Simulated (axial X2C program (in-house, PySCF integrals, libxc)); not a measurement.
**YbCN: Ω levels from open-shell CI on f13 s2**

Which Ω levels does YbCN have in the configuration f13 s2, and how far apart?

Computed with an in-house X2C program for linear molecules on PySCF integrals. Level: two-component X2C, average-of-configuration Hartree–Fock and CI in the open shells.

All values are calculated.

## Step 1: The job

task.json reads:

```json
{"zs": [70, 6, 7], "q": 0, "bas": ["dyall-v3z", "dyall-v3z", "dyall-av3z"], "r0": 2.3, "metal": 0, "shells": [[3, [0, 1, 2, 3], 13], [0, [0], 2]], "fix": 0, "emax": 2.2, "nroots": 4, "r2": 1.16}
```

Keys: zs atomic numbers; q charge; bas basis sets; r0 starting distance in Å; metal index of the metal atom; shells open shells as [l, |m| values, electrons]; fix electron count of the first shell held; emax energy window in eV; nroots roots for each Ω; r2 second bond in Å, held.

Run with:

```sh
$ python soci.py task.json out
```

Two-component X2C with atomic mean-field Coulomb and Gaunt terms, basis Yb dyall-v3z, C dyall-v3z, N dyall-av3z (cores contracted in-house). Orbitals come from Hartree–Fock averaged over the configuration Yb f13 s2; CI then distributes these electrons over the f, s shells of Yb.

## Step 2: CI at Yb–C–N held linear, bonds 2.365 and 1.160 Å (the second held)

Q: Predict the outcome of this session. Wanted: lowest level of the model; next level; lowest curve, Re and ωe.

The runs gave:

| quantity | value |
| --- | --- |
| lowest level of the model | Ω = 1/2, g∥ = 1.18, 100% f13 s2 |
| next level | Ω = 3/2, 342 cm⁻¹ higher |
| lowest curve, Re and ωe | 2.358 Å, 339.0 cm⁻¹ |

In the lowest level ⟨Sz⟩ = 0.09 and ⟨Lz⟩ = 0.41; its leading determinant has weight 1.00 among 3. The 4 lowest levels are the Ω components of the Hund's-rule level 2F7/2 of f13 (gJ = 1.143, so g∥ near 2gJΩ), split by the axial field over 1478 cm⁻¹. From 2.365 to 2.554 Å the gap from the lowest to the fifth level goes from 10091 to 10072 cm⁻¹. Without dynamic correlation distances can be off by several hundredths of an Å, and the wavenumbers are rough. There is no dynamic correlation: spin–orbit spacings and, for f shells, spacings inside one term are the most reliable numbers, splittings between terms come out too wide, and energies between configurations are not reliable, so the lowest level need not be the ground state of the molecule. At most 4 roots were kept for each Ω > 0 (twice that for Ω = 0) within 2.2 eV of the lowest, so higher up levels can be missing between those listed; levels with Ω > 0 are doubly degenerate and listed once, Ω = 0 levels singly. The molecule was held linear; bending was not examined.
